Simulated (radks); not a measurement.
**Mn⁺ in [Ar] 3d5 4s1: an all-electron calculation**

The task here is to estimate one member of a computed series from the others.

Method: scalar-relativistic Kohn-Sham, RPBE, spin-polarised, spherical densities, finite nucleus; open shells are filled with parallel spins first. Code: radks (a radial shooting solver on a logarithmic mesh, Libxc functionals) version 1.

## Starting point

```
element            : manganese (Z = 25)
charge             : +1
electrons          : 24
configuration      : [Ar] 3d5 4s1
nuclear rms radius : 3.7057 fm
```

The outer shells:

Mn⁺
```
[Ar] core
3d [↑ ][↑ ][↑ ][↑ ][↑ ]
4s [↑ ]
```

Set-up of the first run:

Settings of this run:

```text
Z 25
configuration [Ar] 3d5 4s1 4p0 5s0
relativity scalar-relativistic
functional rpbe,pbe
spin polarised
nucleus finite rms 3.7057 fm
c 137.035999084
```

Steps of the session up to this table: Self-consistent calculation.

One of the session's tables, all rows but one given; the rest of the session is left out.

It belongs to the step «Shells». From the orbitals of this run (lengths in bohr):

| level | <r> | outermost maximum (interpolated) | 90 % within | nodes |
| --- | --- | --- | --- | --- |
| 1s up | 0.06089 | 0.0399 | 0.109 | 0 |
| 1s down | 0.06089 | 0.0399 | 0.109 | 0 |
| 2s up | 0.2796 | 0.233 | 0.434 | 1 |
| 2s down | 0.2790 | 0.232 | 0.432 | 1 |
| 2p up | 0.2474 | 0.188 | 0.406 | 0 |
| 2p down | 0.2467 | 0.188 | 0.404 | 0 |
| 3s up | 0.8515 | 0.736 | 1.28 | 2 |
| 3s down | 0.8537 | 0.737 | 1.28 | 2 |
| 3p up | ? | ? | ? | ? |
| 3p down | 0.9086 | 0.754 | 1.40 | 1 |
| 3d up | 1.168 | 0.761 | 2.03 | 0 |
| 4s up | 2.751 | 2.34 | 4.11 | 3 |
| 3d down | 1.235 | 0.772 | 2.18 | 0 |
| 4p up | 3.480 | 2.86 | 5.29 | 2 |

Q: Estimate the row for 3p up from the others.

As computed: <r>: 0.9039; outermost maximum (interpolated): 0.752; 90 % within: 1.39; nodes: 1. In the column «<r>» it lies between 3s down (0.8537) and 3p down (0.9086).

To keep in mind: Open shells are spherical and high-spin; term and fine-structure splittings are not resolved.
